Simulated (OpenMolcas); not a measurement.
# CH6ClNSi (SMILES C[SiH](N)Cl): HF/3-21G

Wanted: an optimisation with harmonic vibrations of CH6ClNSi. 

The calculation is run with OpenMolcas 26.06.

1 further run of the same task is left out (set aside as unsound or not needed).

## (1) The molecule

CH6ClNSi has 10 atoms, charge 0, and is taken as a singlet. SMILES: `C[SiH](N)Cl`. The coordinates come from a PBE0-D4/def2-TZVP relaxation. This is one conformer, not always the lowest. The run starts from this shape.

Bond lengths: C1–Si2 1.853 Å, Si2–N3 1.706 Å, Si2–Cl4 2.081 Å, C1–H5 1.092 Å, C1–H6 1.092 Å, C1–H7 1.093 Å, Si2–H8 1.480 Å, N3–H9 1.008 Å, N3–H10 1.008 Å. Some angles: C1–Si2–N3 110.0°, C1–Si2–Cl4 106.9°, N3–Si2–Cl4 113.8°, C1–Si2–H8 113.9°, N3–Si2–H8 107.4°, Cl4–Si2–H8 105.0°, Si2–C1–H5 110.6°, Si2–C1–H6 110.4°, Si2–C1–H7 110.6°, Si2–N3–H9 120.0°.

## (2) An optimisation with harmonic vibrations at HF/3-21G

Input file calc.inp:

```
* CH6ClNSi Hartree-Fock

&gateway
  baslib=$CurrDir
  coord
  10
  angstrom
  C       -0.924300       0.960300      -0.429600
  Si      -0.055600      -0.637600      -0.073400
  N        1.200800      -0.379200       1.050800
  Cl       0.594900      -1.392500      -1.900800
  H       -1.720000       0.809500      -1.161600
  H       -1.359500       1.369700       0.485000
  H       -0.226900       1.694300      -0.841400
  H       -0.936500      -1.689500       0.482600
  H        1.847500       0.382600       0.917600
  H        1.662700      -1.168700       1.473800
  basis=3-21G
  group=NoSym
>>> EXPORT MOLCAS_MAXITER=50
>>> Do While

&seward

&scf
  prorbitals=0

&slapaf
>>> EndDo
>>> COPY $Project.Opt.xyz $CurrDir/final.xyz
>>> COPY $Project.slapaf.h5 $CurrDir/final.slapaf.h5

&mckinley

&mclr
  thermochemistry
  1
  1.0
  298.15
  End of PT
```

The basis set 3-21G is read from a file made from the Basis Set Exchange's data (not shown).

Command:

```
$ export MOLCAS_MEM=1860
$ pymolcas calc.inp > calc.log
```

Standard output:

```text
--- Start Module: gateway ---
[...]
--- Stop Module: gateway /rc=_RC_ALL_IS_WELL_ ---
[...]
      Basis functions           56
[...]
       Convergence after  10 Iterations
[...]
::    Total SCF energy                               -840.0725050890
[...]
 *              Molecular gradients               *
 **************************************************
  Irreducible representation: a
 ------------------------------------------------------------------------------------------
                              X                       Y                       Z
 ------------------------------------------------------------------------------------------
  C1                9.35118539041291E-03   -1.51615956513105E-02    6.06060671159014E-03
  SI2               2.49122351540558E-02    6.07334895822875E-04   -3.36274275978301E-02
  N3               -2.70103452792965E-02    3.44936286681197E-03   -1.37586777116105E-03
  CL4              -1.38321267312218E-02    1.55270376019931E-02    3.73859619165096E-02
  H5               -2.92898695105137E-03   -2.62711209858046E-03   -3.60689847195372E-03
  H6               -2.17186067194408E-03    1.77867011430699E-03    4.77195276748477E-03
  H7                4.42126312858737E-03    1.99197749381419E-03   -1.95864556697067E-03
  H8               -2.19693225171014E-04   -1.19299744400347E-03    1.54541953552290E-03
[...]
       Convergence after   4 Iterations
[...]
::    Total SCF energy                               -840.0808607050
[...]
      Total spin, S                                     0.0000000000
[...]
      Total electronic charge=   50.000000
      Total            charge=   -0.000000
[...]
      Dipole Moment (debye):
      Origin of the operator (angstrom)=    0.2580   -0.6425   -0.6516
                   X= -1.7729E-01               Y=  2.1369E+00               Z=  3.8869E+00           Total=  4.4392E+00
      Quadrupole Moment (debye*angstrom):
[...]
--- Start Module: mclr ---
[...]
     Frequency:        i0.82     i0.00      0.02      0.09      1.22      1.82
[...]
     Frequency:       139.03    192.43    207.12    256.55    318.55    427.74
[...]
--- Stop Module: mclr /rc=_RC_ALL_IS_WELL_ ---
[...]
--- Start Module: mclr ---
[...]
        Frequency:         3266.84 cm-1
      ---------------------------------
[...]
        Frequency:         3277.54 cm-1
      ---------------------------------
[...]
        Frequency:         3733.24 cm-1
      ---------------------------------
[...]
        Frequency:         3833.89 cm-1
      ---------------------------------
[...]
--- Stop Module: mclr /rc=_RC_ALL_IS_WELL_ ---
[...]
```

It took 26 s on 1 thread of Intel Xeon 6975P-C (Granite Rapids), shared host; peak memory 0.39 GiB.

## (3) Summary of results

Level: HF/3-21G.

| quantity | value |
| --- | --- |
| total energy | -840.08086 Eh |
| dipole moment | 4.44 D |
| HOMO energy | -11.12 eV |
| LUMO energy | 4.58 eV |
| HOMO–LUMO gap | 15.69 eV |
| lowest harmonic wavenumber | 139 cm⁻¹ |
| highest harmonic wavenumber | 3834 cm⁻¹ |
| zero-point energy | 207.4 kJ/mol |
| ideal-gas entropy at 298.15 K and 1 atm (symmetry number 1 as used) | 78.6 cal/(mol K) |

At the final geometry: Bond lengths: C1–Si2 1.890 Å, Si2–N3 1.720 Å, Si2–Cl4 2.222 Å, C1–H5 1.084 Å, C1–H6 1.086 Å, C1–H7 1.085 Å, Si2–H8 1.473 Å, N3–H9 1.001 Å, N3–H10 1.001 Å. Some angles: C1–Si2–N3 112.1°, C1–Si2–Cl4 105.1°, N3–Si2–Cl4 112.3°, C1–Si2–H8 114.4°, N3–Si2–H8 109.4°, Cl4–Si2–H8 103.3°, Si2–C1–H5 110.5°, Si2–C1–H6 109.9°, Si2–C1–H7 111.3°, Si2–N3–H9 122.8°. All 24 modes are real, so the shape is a minimum at this level. Mulliken charges run from -1.09 on C1 to +1.51 on Si2; they depend strongly on the basis.
